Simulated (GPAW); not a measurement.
Runs of GPAW 26.7.0 on BiTe. The structure is cubic, space group Fm-3m (No. 225). Conventional cell: a = 6.470 Å, b = 6.470 Å, c = 6.470 Å, α = 90.00°, β = 90.00°, γ = 90.00°. Bi (site symmetry m-3m) is surrounded by 6 Te at 3.23 Å. Te (site symmetry m-3m) is surrounded by 6 Bi at 3.23 Å. 

| level | gap on the mesh (eV) | pressure (GPa) | relaxed volume (Å³/atom) |
| --- | --- | --- | --- |
| PBEsol+D3 | none | 0.0 | 32.03 |
| PBEsol+D4 | none | 0.0 | 31.87 |
| PBEsol | none | 0.1 | 32.62 |
| PBEsol+D3(BJ) | none | 0.0 | (b) |
| PBEsol+D3(BJ)+ATM | none | 0.0 | (a) |

Alike in all rows: task relaxation of cell and atoms; potentials or basis PAW data sets generated in the run's folder for this functional, pw; no spin polarisation; cell relaxed; k mesh 7 × 7 × 7; cutoff (eV) 600; smearing fermi-dirac 0.05 eV.

Fill in the values left out.

(a) 31.46; (b) 31.33.

Caveats: later steps reuse the first step's grids; spin-orbit coupling is left out, which moves the levels of the heavy elements; pairwise dispersion overbinds metals, which lowers pressure and volume (some runs).

A k mesh can miss the band edges, and the runs leave out spin-orbit coupling on Bi, Te.

A gap of «none» marks a metal or a gap under the smearing width.
